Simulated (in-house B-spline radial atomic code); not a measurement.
**I⁵¹⁺: excited configurations**

Aim: the energies of several excited configurations of I⁵¹⁺ above a reference configuration, each from its own self-consistent run.

The numbers are computed with in-house B-spline radial atomic code version 1 (Dirac-Hartree-Fock, average of configuration, Fermi nucleus, basis-set limit), except any that are marked as measured or tabulated.

**1. The atom as given**

| Quantity | Value |
| --- | --- |
| element | iodine (Z = 53) |
| charge | +51 |
| electrons | 2 |
| configuration | 1s2 |
| Hamiltonian | Dirac-Coulomb |
| nucleus | Fermi, rms radius 4.750 fm |

Input settings:

```ini
Z = 53
electrons = 2.0
configuration = 1s2
hamiltonian = dirac
method = hf
spin_polarised = False
nucleus = fermi
rms_radius = 4.75
mass_number = 127
atomic_mass = 126.904472592
speed_of_light = 137.035999084
```

This reference run was done before. Its total energy is -2887.501705 hartree, and its levels are (the highest eight at most):

| orbital | occupation | energy (eV) | <r> (bohr) |
| --- | --- | --- | --- |
| 1s1/2 | 2 | -38811.8 | 0.02704 |

**2. 1s1 4p1**

Input settings:

```ini
Z = 53
electrons = 2.0
configuration = 1s1 4p1
hamiltonian = dirac
method = hf
spin_polarised = False
nucleus = fermi
rms_radius = 4.75
mass_number = 127
atomic_mass = 126.904472592
speed_of_light = 137.035999084
```

**3. Configuration 1s1 5d1**

The settings differ from step 2 so:

```diff
@@ -2,3 +2,3 @@
 electrons = 2.0
-configuration = 1s1 4p1
+configuration = 1s1 5d1
 hamiltonian = dirac
```

**4. 1s1 4s1**

The settings differ from step 3 so:

```diff
@@ -2,3 +2,3 @@
 electrons = 2.0
-configuration = 1s1 5d1
+configuration = 1s1 4s1
 hamiltonian = dirac
```

**5. Run with 1s1 4f1**

The settings differ from step 4 so:

```diff
@@ -2,3 +2,3 @@
 electrons = 2.0
-configuration = 1s1 4s1
+configuration = 1s1 4f1
 hamiltonian = dirac
```

**6. Run with 1s1 3p1**

The settings differ from step 5 so:

```diff
@@ -2,3 +2,3 @@
 electrons = 2.0
-configuration = 1s1 4f1
+configuration = 1s1 3p1
 hamiltonian = dirac
```

Q: How far above the reference does each configuration lie (order and size, in eV)?

As calculated:

| net move | configuration | energy above the reference (eV) | with Breit, QED, recoil (eV) | largest <r> (bohr) |
| --- | --- | --- | --- | --- |
| 1s → 3p | 1s1 3p1 | 34629.3 | 34534.5 | 0.236 |
| 1s → 4s | 1s1 4s1 | 36427.4 | 36332.4 | 0.444 |
| 1s → 4p | 1s1 4p1 | 36466.2 | 36370.8 | 0.436 |
| 1s → 4f | 1s1 4f1 | 36502.5 | 36406.7 | 0.345 |
| 1s → 5d | 1s1 5d1 | 37327.7 | 37231.8 | 0.659 |

Quantum defects of the promoted electron, δ = n − ζ/√(−2ε) with ζ = 52 and ε its orbital energy in hartree:

| promotion | δ |
| --- | --- |
| 1s → 3p | 0.034 |
| 1s → 4s | 0.149 |
| 1s → 4p | 0.038 |
| 1s → 4f | 0.007 |
| 1s → 5d | 0.018 |

What this shows: The energies run from 34629.3 eV (1s → 3p) to 37327.7 eV (1s → 5d). Of those tabulated, the defect is largest for 4s (0.15) and least for 4f (0.01); at this charge much of the defect is relativistic. Two partly filled shells share a symmetry and can mix in the average, which may lower the energy, for: 1s → 4s. These are averages over configurations, without correlation, not spectroscopic levels.
